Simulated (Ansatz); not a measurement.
Ba2Tl5V3O12:

```xyz
22
Lattice="4.2370 2.4462 6.1284 -4.2370 2.4462 6.1284 0.0000 -4.8924 6.1284" Properties=species:S:1:pos:R:3 pbc="T T T"
Ba    0.0000    0.0000    9.1926
Ba    0.0000    0.0000    0.0000
V     0.0000    2.4462    6.1284
V    -2.1185   -1.2231    6.1284
V     2.1185   -1.2231    6.1284
Tl    0.0000   -2.4462    3.0642
Tl    2.1185    1.2231    3.0642
Tl   -2.1185    1.2231    3.0642
Tl    0.0000    0.0000   13.6133
Tl    0.0000    0.0000    4.7719
O     2.6932   -0.0671    7.4143
O    -1.2885    2.3659    7.4143
O    -1.4047   -2.2988    7.4143
O    -1.4047    2.2988   10.9708
O     2.6932    0.0671   10.9708
O    -1.2884   -2.3659   10.9708
O    -2.6932    0.0671   10.9708
O     1.2884   -2.3659   10.9708
O     1.4047    2.2988   10.9708
O     1.4047   -2.2988    7.4143
O    -2.6932   -0.0671    7.4143
O     1.2885    2.3659    7.4143
```

The cell was built by a generator and needn't be a form met in nature.

Base run:

```yaml
Program: Ansatz 0.2.0
Functional: PBE
Potentials_or_basis: Ansatz PAW
Cutoff: "420 eV (not typed: the program's choice for these potentials)"
k_mesh: 4 × 4 × 4
Occupations: fermi-dirac, width 0.05 eV
Spin: collinear spin, ferromagnetic start
Starting_moments: "[0.0, 0.0, 2.0, 2.0, 2.0, 0.0, 0.0, 0.0, 0.0, 0.0, 0.0, 0.0, 0.0, 0.0, 0.0, 0.0, 0.0, 0.0, 0.0, 0.0, 0.0, 0.0] μB"
```

Its results: band gap on the k mesh none (metal or under the smearing width); pressure 0.0 GPa; net moment 1.10 μB per cell; site moments Ba +0.00, -0.00; V +0.23; Tl -0.00, +0.02; O -0.01 μB; largest force 0.017 eV/Å.

**Question.** After a change of settings the same cell gave: band gap on the k mesh none (metal or under the smearing width); pressure -4.3 GPa; net moment 1.04 μB per cell; site moments Ba +0.00, -0.00; V +0.22; Tl +0.00, +0.02; O -0.01 μB; largest force 0.255 eV/Å. Which change was it?
A. functional from PBE to PBEsol
B. hubbard terms from none to V d U = 6 eV; hubbard projectors from none to ortho-atomic (the default)
C. potentials or basis from Ansatz PAW to Ansatz NC; cutoff from 420 eV (not typed: the program's choice for these potentials) to 1240 eV (not typed: the program's choice for these potentials)
D. functional from PBE to r2SCAN; cutoff from 420 eV (not typed: the program's choice for these potentials) to 500 eV (not typed: the program's choice for these potentials)

**Answer.** A.

PBEsol binds more tightly than PBE, so the same cell stands under less pressure.

Caveats: semilocal functionals often make such compounds metallic where correlation or magnetic order opens a gap, which also shifts bond lengths; spin-orbit coupling is left out, which moves the levels of the heavy elements (some runs); the PAW data sets come from PBE, with cores solved anew for the run's functional, which leaves a small shift of forces and pressure (some runs).
